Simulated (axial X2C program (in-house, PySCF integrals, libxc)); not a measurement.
**CdMg: bond curves with and without spin–orbit coupling**

Aim: find the lowest determinant of CdMg, scan the bond at several levels and fit the constants, once spin-free and once with spin–orbit coupling.

Method: all-electron X2C, Cd dyall-cv3z, Mg dyall-cv3z; program: an in-house X2C program for linear molecules on PySCF integrals.

All values are calculated.

## (1) The job

The input, task.json:

```json
{"zs": [48, 12], "q": 0, "bas": ["dyall-cv3z", "dyall-cv3z"], "levels": ["PBE0", "HF", "PW91"], "cc": true, "r0": 2.75, "thr": -2.0, "nmax": 90, "npts": 10, "nst": 2, "ntry": 6}
```

Keys: zs atomic numbers; q charge; bas basis sets; levels methods (HF also brings MP2); cc coupled cluster on or off; r0 starting distance in Å; thr threshold in hartree for freezing inner shells (an s shell follows its p shell); nmax most natural virtual spinors; npts points asked for on the curve; nst determinants followed; ntry starts of the search.

On the command line:

```console
$ python so2c.py task.json out
```

Spin-free means the one-electron spin-free X2C Hamiltonian; two-component (2c) means X2C with spin–orbit coupling and atomic mean-field two-electron Coulomb and Gaunt terms. Basis: Cd dyall-cv3z contracted to [12s12p8d5f3g], Mg dyall-cv3z contracted to [9s8p6d3f]; Gaussian nuclei, density fitting. Masses: Cd 113.903 u, Mg 23.985 u.

Notation: σ, π±, δ± give the projection m of an orbital's angular momentum (0, ±1, ±2), α and β its spin, Λ and M_S the sums; ω is the projection of a spinor's total angular momentum and Ω the sum. Logs are in hartree.

The results follow Hamiltonian by Hamiltonian and level by level.

## (2) State search with PBE0

PBE0 moves the distance from 2.750 Å to 3.586 Å and compares determinants there.

Spin-free determinants:

| ΔE (eV) | state | open shells |
| --- | --- | --- |
| 0.00 | M_S = 0, Λ = 0 | closed shell |
| 2.18 | M_S = 1, Λ = 0 | beyond closed shells: 2 × σα |
| 2.29 | M_S = 1, Λ = 1 | beyond closed shells: σα, π+α |
| 2.77 | M_S = 0, Λ = 1 | beyond closed shells: σα, π+β |
| 5.47 | M_S = 1, Λ = 0 | beyond closed shells: π+α, π-α |

Two-component determinants:

```
ΔE (eV)  state                              open shells
   0.00  Ω = 0                             closed shell
   2.18  Ω = 1        excess of +ω over −ω: 2 × ω = 1/2
   2.30  Ω = 2   excess of +ω over −ω: ω = 1/2, ω = 3/2
   2.79  Ω = 1  excess of +ω over −ω: ω = -1/2, ω = 3/2
```

## (3) PBE0, spin-free

State followed: M_S = 0, Λ = 0 (closed shell). The scan is laid around 3.586 Å, a first estimate of the minimum, and this SCF restarts from the orbitals of the search.

The SCF at the reference distance of 3.586 Å:

```text
spin-free X2C-1e  PBE0
basis functions 234  fitting functions 958  grid points 5086
iter        total energy     max residual
   1      -5793.984261275     3.98e-05
   2      -5793.984261305     2.75e-05
   3      -5793.984261325     5.41e-06
   4      -5793.984261326     7.08e-07
converged
one-electron -8157.92071434  Coulomb 2450.97649761  exact exchange -42.33448211  xc functional -129.70446752  nuclear repulsion 84.99890504
```

Along the bond, energies from the lowest point:

```tsv
R (Å)	E (eV)	μ (D)	HOMO (eV)	LUMO (eV)	iterations
3.120	0.0451	-0.02	-4.90	-1.36	9
3.263	0.0163	0.01	-4.98	-1.30	9
3.371	0.0052	0.02	-5.04	-1.26	9
3.478	0.0007	0.03	-5.09	-1.26	8
3.586	0.0000	0.04	-5.13	-1.26	4
3.712	0.0028	0.05	-5.18	-1.25	8
3.837	0.0084	0.06	-5.23	-1.24	8
3.998	0.0166	0.06	-5.28	-1.23	8
4.196	0.0277	0.06	-5.33	-1.21	8
4.482	0.0419	0.05	-5.38	-1.18	8
```

Dipoles are positive if Mg is the positive end.

Outer orbitals at the reference distance:

```json
{"symmetry": "δ+α", "occupied": "yes", "ε (eV)": "-13.94", "atomic character": "100% Cd d"}
{"symmetry": "δ-α", "occupied": "yes", "ε (eV)": "-13.94", "atomic character": "100% Cd d"}
{"symmetry": "σα", "occupied": "yes", "ε (eV)": "-13.94", "atomic character": "100% Cd d"}
{"symmetry": "π+α", "occupied": "yes", "ε (eV)": "-13.93", "atomic character": "100% Cd d"}
{"symmetry": "π-α", "occupied": "yes", "ε (eV)": "-13.93", "atomic character": "100% Cd d"}
{"symmetry": "σα", "occupied": "yes", "ε (eV)": "-6.81", "atomic character": "70% Cd s, 22% Mg s, 6% Mg p"}
{"symmetry": "σα", "occupied": "yes", "ε (eV)": "-5.13", "atomic character": "66% Mg s, 18% Cd s, 11% Cd p"}
{"symmetry": "σα", "occupied": "no", "ε (eV)": "-1.26", "atomic character": "48% Mg p, 44% Cd p, 4% Mg s"}
{"symmetry": "π-α", "occupied": "no", "ε (eV)": "-1.19", "atomic character": "56% Mg p, 43% Cd p"}
{"symmetry": "π+α", "occupied": "no", "ε (eV)": "-1.19", "atomic character": "56% Mg p, 43% Cd p"}
{"symmetry": "π+α", "occupied": "no", "ε (eV)": "-0.19", "atomic character": "55% Cd p, 43% Mg p"}
```

PBE0 fields in the half plane through the axis: z from -2.4 to 5.7 Å across, distance from the axis 0.15 to 2.25 Å upwards; Cd lies at z = 0 and Mg at z = 3.586 Å; the ELF is damped to zero where the density is low.

log10 density (e/bohr³). Ten even steps from ' ' (-4.11 ) to '@' (1.80 ):
```
      ..........::....................::::::..........  
    ......::::::::::::::::......::::::::::::::::::......
  ....::::::----------::::::::::::::::------::::::::....
....::::--------==--------::::::::--------------::::::..
....::::----==========----------------------------::::..
..::::----==++++**++++==------------==========------::::
..::::--==++**######**++==----------==******==------::::
..::----==++**##@@##**++==--------==++##%%##++==----::::
```

ELF. Ten even steps from '0' (0.00 ) to '9' (1.00 ):
```
0001234443210000147899987410
0013454444321000379999999851
0145544333332001589999999984
1355433222232113799888999998
2554322222222224774112599999
3554323454322225730010049999
4543225777522235501786117999
4543236272632235404828405999
```

Re = 3.546 Å, ωe = 63.1 cm⁻¹, ωexe = 1.54 cm⁻¹, Be = 0.06766 cm⁻¹, De = 0.079 eV, μ = 0.04 D.

## (4) HF, spin-free

Output at 3.586 Å:

```text
spin-free X2C-1e  HF
basis functions 234  fitting functions 958  grid points 5086
iter        total energy     max residual
   1      -5791.283240145     4.40e-01
   2      -5791.308397970     6.26e-03
   3      -5791.309169656     1.55e-03
   4      -5791.309245311     6.91e-04
   5      -5791.309255568     1.45e-04
   6      -5791.309257488     2.85e-05
   7      -5791.309257574     1.80e-05
   8      -5791.309257599     4.57e-06
   9      -5791.309257603     2.20e-06
  10      -5791.309257604     3.89e-07
converged
one-electron -8157.58536697  Coulomb 2450.73362344  exact exchange -169.45641912  xc functional 0.00000000  nuclear repulsion 84.99890504
```

No constants are quoted: the lowest point is the long end of the scan.

## (5) PW91, spin-free

Output at 3.586 Å:

```text
spin-free X2C-1e  PW91
basis functions 234  fitting functions 958  grid points 5086
iter        total energy     max residual
   1      -5794.867231609     1.46e-01
   2      -5794.871614995     4.38e-03
   3      -5794.871337927     7.40e-03
   4      -5794.871811978     4.94e-04
   5      -5794.871815577     1.51e-04
   6      -5794.871816175     1.07e-04
   7      -5794.871816421     1.87e-05
   8      -5794.871816429     2.67e-06
   9      -5794.871816429     4.29e-07
converged
one-electron -8157.75297776  Coulomb 2450.78527918  exact exchange 0.00000000  xc functional -172.90302290  nuclear repulsion 84.99890504
```

No constants are quoted: fits of two degrees disagree.

## (6) MP2 and beyond, spin-free

Correlated methods: 14 electrons correlated (frozen shells, counted by type: Cd 4 s, 3 p, 1 d; Mg 2 s, 1 p), 320 virtual spinors in MP2, 90 natural virtuals in coupled cluster.

Output of the correlated part at 3.586 Å:

```text
correlated 14  virtual 320  natural virtual 90  E(MP2) -0.498407772  MP2 remainder -0.043418579
iter   CCSD correlation   residual
   1     -0.420737154   1.65e-01
   2     -0.435153973   6.55e-02
   3     -0.435793536   2.69e-02
   4     -0.435792232   5.63e-03
   5     -0.435848381   1.43e-03
   6     -0.435832992   4.59e-04
   7     -0.435825921   1.23e-04
   8     -0.435826920   5.05e-05
   9     -0.435826961   2.42e-05
  10     -0.435827094   6.66e-06
  11     -0.435827051   2.25e-06
  12     -0.435827032   9.17e-07
(T) -0.014264503  T1 0.0224  D1 0.0547  max T2 0.110
```

T1 in the output is the amplitude norm over the root of the electron number; divide by √2 for the Lee–Taylor value.

MP2: Re = 3.863 Å, ωe = 38.6 cm⁻¹, Be = 0.05701 cm⁻¹, De = 0.049 eV.

CCSD: No constants are quoted: the lowest point is the long end of the scan.

CCSD(T): No constants are quoted: the lowest point is the long end of the scan.

## (7) A higher determinant, spin-free

State: M_S = 1, Λ = 0 (beyond closed shells: 2 × σα).

Output at the reference distance:

```text
spin-free X2C-1e  PBE0
basis functions 234  fitting functions 958  grid points 5086
iter        total energy     max residual
   1      -5793.904199443     6.99e-06
   2      -5793.904199446     9.19e-06
   3      -5793.904199448     2.16e-06
   4      -5793.904199449     1.55e-06
converged
one-electron -8157.45302894  Coulomb 2450.58848283  exact exchange -42.33891865  xc functional -129.69963974  nuclear repulsion 84.99890504
```

```tsv
R (Å)	E above the lowest PBE0 point (eV)
3.120	1.956
3.263	2.014
3.371	2.066
3.478	2.122
3.586	2.179
3.712	2.242
3.837	2.300
3.998	2.365
4.196	2.428
```

No constants are quoted: the lowest point is the short end of the scan.

## (8) The spin-free curves together

Energy (eV) of the followed determinant, spin-free, from each level's lowest point:

```tsv
R (Å)	PBE0	HF	MP2	CCSD	CCSD(T)	PW91
3.120	0.045	0.285	0.077	n/a	n/a	0.027
3.263	0.016	0.207	0.041	0.090	0.057	0.006
3.371	0.005	0.164	0.024	0.066	0.037	0.000
3.478	0.001	0.129	0.013	0.048	0.024	0.000
3.586	0.000	0.100	0.006	0.035	0.015	0.003
3.712	0.003	0.075	0.001	0.018	0.007	0.010
3.837	0.008	0.054	0.000	0.006	0.003	0.019
3.998	0.017	0.034	0.001	0.000	0.000	0.031
4.196	0.028	0.017	0.004	n/a	n/a	0.045
4.482	0.042	0.000	0.011	n/a	n/a	0.063
```

## (9) PBE0, 2c

State followed: Ω = 0 (closed shell). The scan is laid around 3.586 Å, a first estimate of the minimum, and this SCF restarts from the orbitals of the search.

Output at 3.586 Å:

```text
two-component X2C + atomic mean field  PBE0
basis functions 234  fitting functions 958  grid points 5086
iter        total energy     max residual
   1      -5791.622537119     2.33e-05
   2      -5791.622537116     3.00e-05
   3      -5791.622537123     5.90e-07
   4      -5791.622537123     4.21e-08
converged
one-electron -8151.27291636  Coulomb 2449.66201809  exact exchange -42.31047040  xc functional -129.63394229  nuclear repulsion 84.99890504  atomic mean-field constant -3.06613121
```

Along the bond, energies from the lowest point:

```tsv
R (Å)	E (eV)	μ (D)	HOMO (eV)	LUMO (eV)	iterations
3.120	0.0451	-0.01	-4.90	-1.40	9
3.263	0.0163	0.01	-4.98	-1.34	9
3.371	0.0052	0.02	-5.04	-1.31	9
3.478	0.0007	0.03	-5.09	-1.29	8
3.586	0.0000	0.04	-5.13	-1.28	4
3.712	0.0028	0.05	-5.18	-1.26	8
3.837	0.0084	0.06	-5.23	-1.25	8
3.998	0.0166	0.06	-5.28	-1.24	8
4.196	0.0277	0.06	-5.33	-1.22	8
4.482	0.0419	0.05	-5.38	-1.18	8
```

Dipoles are positive if Mg is the positive end.

Outer spinors at the reference distance:

```
  ω  occupied  ε (eV)              atomic character     λ mixture
3/2       yes  -14.36                     100% Cd d  80% δ, 20% π
1/2       yes  -14.35                     100% Cd d  60% π, 40% σ
5/2       yes  -13.68                     100% Cd d        100% δ
1/2       yes  -13.68                     100% Cd d  60% σ, 40% π
3/2       yes  -13.67                     100% Cd d  80% π, 20% δ
1/2       yes   -6.81   70% Cd s, 22% Mg s, 6% Mg p        100% σ
1/2       yes   -5.13  66% Mg s, 18% Cd s, 11% Cd p        100% σ
1/2        no   -1.28   47% Mg p, 46% Cd p, 4% Mg s  78% σ, 22% π
1/2        no   -1.19            55% Mg p, 43% Cd p  78% π, 22% σ
3/2        no   -1.17            58% Mg p, 41% Cd p        100% π
1/2        no   -0.22            53% Cd p, 45% Mg p        100% π
```

PBE0 fields in the half plane through the axis: z from -2.4 to 5.7 Å across, distance from the axis 0.15 to 2.25 Å upwards; Cd lies at z = 0 and Mg at z = 3.586 Å; the ELF is damped to zero where the density is low.

log10 density (e/bohr³). Ten even steps from '0' (-4.11 ) to '9' (1.80 ):
```
0001111121111111111222111110
0011122222222111222222222111
0112223333322222222333222211
1122333343333222233333332221
1122334444433333333333333221
1223345565543333334444433322
1223456777654333334666433322
1233456797654333345787543322
```

ELF. Ten even steps from '0' (0.00 ) to '9' (1.00 ):
```
0001234443210000147899987410
0013454444321000379999999851
0145544333332001589999999984
1355433222232113799888999998
2554322222222224774112599999
3554323454322225730010049999
4543225777522235501786117999
4543236272632235404828405999
```

Re = 3.546 Å, ωe = 63.1 cm⁻¹, ωexe = 1.54 cm⁻¹, Be = 0.06766 cm⁻¹, De = 0.079 eV, μ = 0.04 D.

## (10) HF, 2c

Output at 3.586 Å:

```text
two-component X2C + atomic mean field  HF
basis functions 234  fitting functions 958  grid points 5086
iter        total energy     max residual
   1      -5788.920006043     4.41e-01
   2      -5788.945159388     6.25e-03
   3      -5788.945930730     1.54e-03
   4      -5788.946006291     6.85e-04
   5      -5788.946016364     1.44e-04
   6      -5788.946018276     2.84e-05
   7      -5788.946018362     1.80e-05
   8      -5788.946018387     4.56e-06
   9      -5788.946018391     2.20e-06
  10      -5788.946018391     3.83e-07
converged
one-electron -8150.93408358  Coulomb 2449.41542992  exact exchange -169.36013857  xc functional 0.00000000  nuclear repulsion 84.99890504  atomic mean-field constant -3.06613121
```

No constants are quoted: the lowest point is the long end of the scan.

## (11) PW91, 2c

Output at 3.586 Å:

```text
two-component X2C + atomic mean field  PW91
basis functions 234  fitting functions 958  grid points 5086
iter        total energy     max residual
   1      -5792.505725647     1.46e-01
   2      -5792.510108601     4.42e-03
   3      -5792.509833275     7.44e-03
   4      -5792.510304784     4.92e-04
   5      -5792.510308340     1.51e-04
   6      -5792.510308944     1.07e-04
   7      -5792.510309190     1.88e-05
   8      -5792.510309198     2.67e-06
   9      -5792.510309199     4.30e-07
converged
one-electron -8151.10601566  Coulomb 2449.47169714  exact exchange 0.00000000  xc functional -172.80876451  nuclear repulsion 84.99890504  atomic mean-field constant -3.06613121
```

No constants are quoted: fits of two degrees disagree.

## (12) MP2 and beyond, 2c

Correlated methods: 14 electrons correlated (frozen shells, counted by type: Cd 4 s, 3 p, 1 d; Mg 2 s, 1 p), 320 virtual spinors in MP2, 90 natural virtuals in coupled cluster.

Output of the correlated part at 3.586 Å:

```text
correlated 14  virtual 320  natural virtual 90  E(MP2) -0.498323166  MP2 remainder -0.044888206
iter   CCSD correlation   residual
   1     -0.419660067   1.64e-01
   2     -0.433998565   6.54e-02
   3     -0.434635838   2.69e-02
   4     -0.434638390   5.62e-03
   5     -0.434693896   1.43e-03
   6     -0.434678480   4.58e-04
   7     -0.434671505   1.23e-04
   8     -0.434672512   5.06e-05
   9     -0.434672546   2.42e-05
  10     -0.434672685   6.67e-06
  11     -0.434672642   2.27e-06
  12     -0.434672623   9.41e-07
(T) -0.014211194  T1 0.0224  D1 0.0546  max T2 0.109
```

MP2: Re = 3.865 Å, ωe = 38.5 cm⁻¹, Be = 0.05694 cm⁻¹, De = 0.049 eV.

CCSD: No constants are quoted: the lowest point is the long end of the scan.

CCSD(T): No constants are quoted: the lowest point is the long end of the scan.

## (13) A higher determinant, 2c

State: Ω = 1 (excess of +ω over −ω: 2 × ω = 1/2).

Output at the reference distance:

```text
two-component X2C + atomic mean field  PBE0
basis functions 234  fitting functions 958  grid points 5086
iter        total energy     max residual
   1      -5791.542532991     9.04e-06
   2      -5791.542533007     5.29e-06
   3      -5791.542533011     3.88e-06
   4      -5791.542533014     1.93e-06
   5      -5791.542533015     2.77e-07
converged
one-electron -8150.80820692  Coulomb 2449.27680059  exact exchange -42.31486171  xc functional -129.62903881  nuclear repulsion 84.99890504  atomic mean-field constant -3.06613121
```

```tsv
R (Å)	E above the lowest PBE0 point (eV)
3.120	1.952
3.263	2.011
3.371	2.064
3.478	2.120
3.586	2.177
3.712	2.241
3.837	2.299
3.998	2.364
4.196	2.427
```

No constants are quoted: the lowest point is the short end of the scan.

## (14) The 2c curves together

Energy (eV) of the followed determinant, 2c, from each level's lowest point:

```tsv
R (Å)	PBE0	HF	MP2	CCSD	CCSD(T)	PW91
3.120	0.045	0.285	0.077	n/a	n/a	0.027
3.263	0.016	0.208	0.041	0.084	0.051	0.006
3.371	0.005	0.164	0.024	0.060	0.032	0.000
3.478	0.001	0.129	0.013	0.042	0.018	0.000
3.586	0.000	0.101	0.006	0.029	0.009	0.003
3.712	0.003	0.075	0.001	0.017	0.004	0.010
3.837	0.008	0.054	0.000	0.006	0.002	0.019
3.998	0.017	0.034	0.001	0.000	0.000	0.031
4.196	0.028	0.017	0.004	n/a	n/a	0.045
4.482	0.042	0.000	0.011	n/a	n/a	0.063
```

The whole job took 2.6 min on 1 thread of Arm Neoverse V1, shared host.

## (15) What came out

Lowest determinant that the search found at its distance, spin-free: M_S = 0, Λ = 0 (closed shell).

Lowest determinant that the search found at its distance, 2c: Ω = 0 (closed shell).

```
Hamiltonian  level  Re (Å)  ωe (cm⁻¹)  De (eV)  μ (D)
  spin-free   PBE0   3.546       63.1    0.079   0.04
  spin-free    MP2   3.863       38.6    0.049    n/a
         2c   PBE0   3.546       63.1    0.079   0.04
         2c    MP2   3.865       38.5    0.049    n/a
```

Dipoles are positive if Mg is the positive end. No constants: spin-free HF (the lowest point is the long end of the scan); spin-free CCSD (the lowest point is the long end of the scan); spin-free CCSD(T) (the lowest point is the long end of the scan); spin-free PW91 (fits of two degrees disagree); 2c HF (the lowest point is the long end of the scan); 2c CCSD (the lowest point is the long end of the scan); 2c CCSD(T) (the lowest point is the long end of the scan); 2c PW91 (fits of two degrees disagree).

Time per point (s) on 1 thread of Arm Neoverse V1, shared host (2c runs); the times are rough: PBE0 0.42, MP2 0.91.

In words: At MP2, going from spin-free to two-component changes Re by +2 mÅ, ωe by -0.2 %; the spin-free picture holds up (part of it comes from the scalar share of the two-electron terms). De moves by 0.00 eV; both De rest on single-determinant atoms, which can miss part of an open shell's spin–orbit lowering.

De refers to Cd + Mg, each in the lowest determinant found, which need not be this curve's own limit. The state is a single determinant with fixed occupations, the lowest that a limited PBE0 search found. Closed shells are restricted here (equal orbitals for both partners), which fails at long range if the bond breaks into open shells. De is counted from the lowest determinant-based energies of the atoms at the same level, without counterpoise correction.
